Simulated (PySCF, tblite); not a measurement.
# C3H11FGaN: geometry, infrared bands and NMR shifts

Aim: predict the infrared bands and NMR shifts of C3H11FGaN (`C[N+](C)(C)[GaH2-][F]`).

The runs use tblite 0.8.0 and PySCF 2.14.0, with density-fitted response routines of our own; the level of theory stands in each step. All values are computed, except where a source is named. Atoms count from 0, in the outputs and in this text.

### 1 Starting geometry

17 atoms, charge 0, multiplicity 1; geometry from: force field or distance geometry start.

Bonds of the start (Å): C0–N1 1.46, N1–C2 1.49, N1–C3 1.47, N1–Ga4 1.94, Ga4–F5 1.80, C0–H6 1.12, C0–H7 1.11, C0–H8 1.11, C2–H9 1.11, C2–H10 1.12, C2–H11 1.10, C3–H12 1.12, C3–H13 1.12, C3–H14 1.10, Ga4–H15 1.61, Ga4–H16 1.61.

### 2 Geometry optimisation with GFN2-xTB

What the job is given:

```
{"job": {"kind": "relax", "xc": "GFN2-xTB", "basis": "xTB"}, "charge": 0, "multiplicity": 1}
C     -1.048400     1.054400    -0.304500
N     -0.138900    -0.038800     0.023500
C     -0.255000    -0.386700     1.466400
C     -0.447200    -1.219200    -0.799200
Ga     1.688000     0.518100    -0.314800
F      1.859900     0.935800    -2.058100
H     -2.112700     0.769600    -0.111300
H     -0.963400     1.337800    -1.373800
H     -0.825800     1.960100     0.302900
H     -0.028700     0.494400     2.107000
H     -1.303500    -0.713000     1.701100
H      0.427000    -1.210300     1.741200
H     -1.491900    -1.576000    -0.597300
H      0.250500    -2.066600    -0.560200
H     -0.351100    -0.984000    -1.872000
H      2.032700     1.810900     0.589300
H      2.701400    -0.674400     0.049900
```

Launch:

```sh
$ OMP_NUM_THREADS=1 python probes_run.py task.json out
```

This one command runs all jobs of the session in turn.

**Question.** This job is followed by: GFN2-xTB harmonic vibrations, gas phase; GIAO PBE0/pcSseg-1 NMR shielding, non-relativistic, gas phase. What will the session give for the following? strongest single infrared mode (GFN2-xTB); zero-point energy (GFN2-xTB); 13C shifts against TMS (PBE0/pcSseg-1, means over atoms taken as alike); 1H shifts against TMS (PBE0/pcSseg-1, means over atoms taken as alike); 15N shifts against NH3 (PBE0/pcSseg-1); 19F shifts against CFCl3 (PBE0/pcSseg-1); shieldings of Ga (PBE0/pcSseg-1).

As calculated:

| quantity | value |
| --- | --- |
| strongest single infrared mode (GFN2-xTB) | 1730 cm⁻¹, 713 km/mol |
| zero-point energy (GFN2-xTB) | 83.5 kcal/mol |
| 13C shifts against TMS (PBE0/pcSseg-1, means over atoms taken as alike) | 47.9 ppm |
| 1H shifts against TMS (PBE0/pcSseg-1, means over atoms taken as alike) | 4.40, 2.59 ppm |
| 15N shifts against NH3 (PBE0/pcSseg-1) | 45.1 ppm |
| 19F shifts against CFCl3 (PBE0/pcSseg-1) | -231.9 ppm |
| shieldings of Ga (PBE0/pcSseg-1) | Ga4 1451.6 ppm |

**Reading.** Over 45 steps the energy fell by 0.385 eV; of the close pairs, N1–Ga4 changed most, 1.940 to 2.145 Å. All 45 modes are real, so the xTB geometry is a minimum. The strongest single mode, at 1730 cm⁻¹, moves mainly H15 and H16. GFN2-xTB is a fitted tight-binding method: band positions and strengths are rough. Its intensities can rank the bands wrongly. At PBE0/pcSseg-1: Shielding is most anisotropic at Ga4 (span 361 ppm, paramagnetic term -1188 ppm). Spin-orbit coupling is left out, which matters for shieldings and couplings at and beside the heavy atoms.
